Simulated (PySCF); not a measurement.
# C6H7FOSi: electronic excitations

Wanted: the electronic excitations of C6H7FOSi (`CC#C[SiH2]/C(F)=C\C=O`), by calculation.

The runs use PySCF 2.14.0, with density-fitted response routines of our own; the level of theory stands in each step. All values are computed, except where a source is named. Atoms count from 0, in the outputs and in this text.

## Step 1: The molecule as given

16 atoms, charge 0, multiplicity 1; geometry from: GFN2-xTB.

Bonds of the start (Å): C0–C1 1.45, C1–C2 1.21, C2–Si3 1.85, Si3–C4 1.92, C4–F5 1.33, C4–C6 1.34, C6–C7 1.44, C7–O8 1.22, C0–H9 1.09, C0–H10 1.09, C0–H11 1.09, Si3–H12 1.46, Si3–H13 1.46, C6–H14 1.08, C7–H15 1.10.

## Step 2: Ultraviolet spectrum: wB97X-D/def2-SVPD

The job: settings as JSON, then the geometry in Å.

```
{"job": {"kind": "uv", "xc": "wB97X-D", "basis": "def2-SVPD", "nstates": 8, "ntriplets": 3}, "charge": 0, "multiplicity": 1}
C     -3.802355     0.209535    -0.487645
C     -2.463648     0.265102     0.055318
C     -1.348884     0.311271     0.512172
Si     0.369057     0.361180     1.203396
C      1.368586    -0.424621    -0.232665
F      0.721373    -0.818373    -1.331386
C      2.699052    -0.593254    -0.168054
C      3.328079    -0.150085     1.043634
O      2.711320     0.348268     1.967498
H     -3.943769    -0.723850    -1.032334
H     -4.533771     0.264250     0.318644
H     -3.963650     1.044430    -1.169382
H      0.743933     1.765162     1.337796
H      0.397348    -0.538995     2.351780
H      3.290450    -1.030119    -0.958553
H      4.419281    -0.280956     1.113337
```

With the program's defaults for keys left out, this is: TDDFT wB97X-D/def2-SVPD, vertical, gas phase, core orbitals frozen in the response.

Command:

```sh
> OMP_NUM_THREADS=1 python probes_run.py task.json out
```

The driver reads the jobs from task.json and runs them one after another.

What will the session give for the following? lowest singlet (wB97X-D/def2-SVPD); brightest single state of those computed; lowest triplet; surface potential, 1st and 99th percentile. Wanted: lowest singlet; brightest single state of those computed; lowest triplet; surface potential, 1st and 99th percentile.

As calculated:

| quantity | value |
| --- | --- |
| lowest singlet (wB97X-D/def2-SVPD) | 3.99 eV (311 nm), f = 0.000 |
| brightest single state of those computed | state 3, 5.39 eV, f = 0.169 |
| lowest triplet | 3.37 eV |
| surface potential, 1st and 99th percentile | -1.31 V and 1.29 V |

**Reading.** The lowest singlet, at 3.99 eV, is HOMO−2→LUMO 0.93 and is dark; of the 8 states computed, the strongest absorption comes from state 3 at 5.39 eV. The lowest triplet lies 0.63 eV below the lowest singlet (triplets in Tamm-Dancoff, singlets in full TDDFT). By nearest atom (wB97X-D/def2-SVPD), the HOMO sits on C1, C2 about 40 % each and the LUMO on C4 31 %; C7 23 %.
